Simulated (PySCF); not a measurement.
**CoOH₂: sextet, from a trigonal planar start**

Aim: relax CoOH₂ as a sextet from a trigonal planar start, check by its vibrations whether the end is a minimum, and collect its spectrum and constants.

Method: PBE0, basis Co def2-TZVP, O def2-TZVP, H def2-TZVP, no relativity, density fitting; program: PySCF 2.14.0.

## Step 1: Starting geometry

4 atoms, charge 0, spin multiplicity 6.

Bond lengths: Co1–O2 1.600 Å, Co1–H3 1.430 Å, Co1–H4 1.430 Å. Angles: O2–Co1–H3 120.0°, O2–Co1–H4 120.0°, H3–Co1–H4 120.0°.

```xyz
4
charge 0 multiplicity 6
Co    0.3139    0.0000    0.0000
O    -1.2861    0.0000    0.0000
H     1.0289   -1.2384    0.0000
H     1.0289    1.2384    0.0000
```

## Step 2: First SCF at the start

The steps below are one call of a driver around PySCF. For each, scf.py gives the equivalent set-up of the SCF; relaxations use the driver's own optimiser. After this first run the driver tries any further starts and a stability analysis.

Contents of scf.py:

```python
from pyscf import gto, scf, dft
mol = gto.M(atom='''
Co     0.313870    -0.000000     0.000000
O     -1.286100     0.000010     0.000000
H      1.028870    -1.238420     0.000000
H      1.028850     1.238410     0.000000''',
    basis={'Co': 'def2-TZVP', 'O': 'def2-TZVP', 'H': 'def2-TZVP'},
    charge=0, spin=5)
mf = dft.UKS(mol, xc='PBE0')
mf.grids.atom_grid = (50, 194)
aux = {'Co': 'def2-universal-JKFIT', 'O': 'def2-universal-JKFIT', 'H': 'def2-universal-JKFIT'}
mf = mf.density_fit(auxbasis=aux)
mf.conv_tol = 1e-08
mf.diis_space = 10
mf.max_cycle = 60
mf.init_guess = 'minao'
mf.verbose = 4
mf.kernel()
```

On the command line:

```sh
$ OMP_NUM_THREADS=4 python axn.py task.json out
```

Further steps of the session: Trigonal planar start, sextet: relaxation; Hessian and properties; Downhill along the imaginary mode; Hessian and properties.

Q: Predict the outcome of this session. Wanted: minimum; geometry; wavenumbers; dipole moment; highest occupied, lowest empty level; polar-tensor charge of Co1; zero-point energy; atomisation energy; ⟨S²⟩.

As calculated:

```
                                          quantity                                                               value
                                           minimum                                                          sextet, Cs
                                          geometry  Co–H 1.600 Å (×2), Co–O 1.720 Å; H–Co–H 130.3°, H–Co–O 104.4° (×2)
                                wavenumbers (cm⁻¹)      399 (a''), 415 (a'), 556 (a'), 625 (a'), 1654 (a''), 1690 (a')
                                     dipole moment                                                              2.46 D
highest occupied, lowest empty level (either spin)                                                     -7.71, -4.30 eV
                        polar-tensor charge of Co1                                                             +0.40 e
                                 zero-point energy                                                         31.9 kJ/mol
                               entropy at 298.15 K                                                     275.6 J/(mol K)
         atomisation energy (no zero-point energy)                                                          643 kJ/mol
                                              ⟨S²⟩                                                               8.772
```

What this shows: The trigonal planar start (C2v) ends in a minimum of Cs symmetry, after a stop at a saddle point 7.0 kJ/mol higher, from which it was pushed off along an imaginary mode. In the infrared the band at 415 cm⁻¹ (a', bend) leads. Most of the spin sits on Co1 (Mulliken spin 3.00, against 5 for the whole molecule). The first SCF alone would have been 15 kJ/mol too high. Only this shape and spin were tried, so other structures or states may lie lower. Open d and f shells are described by one determinant, and the ground state may have another occupation or spin.
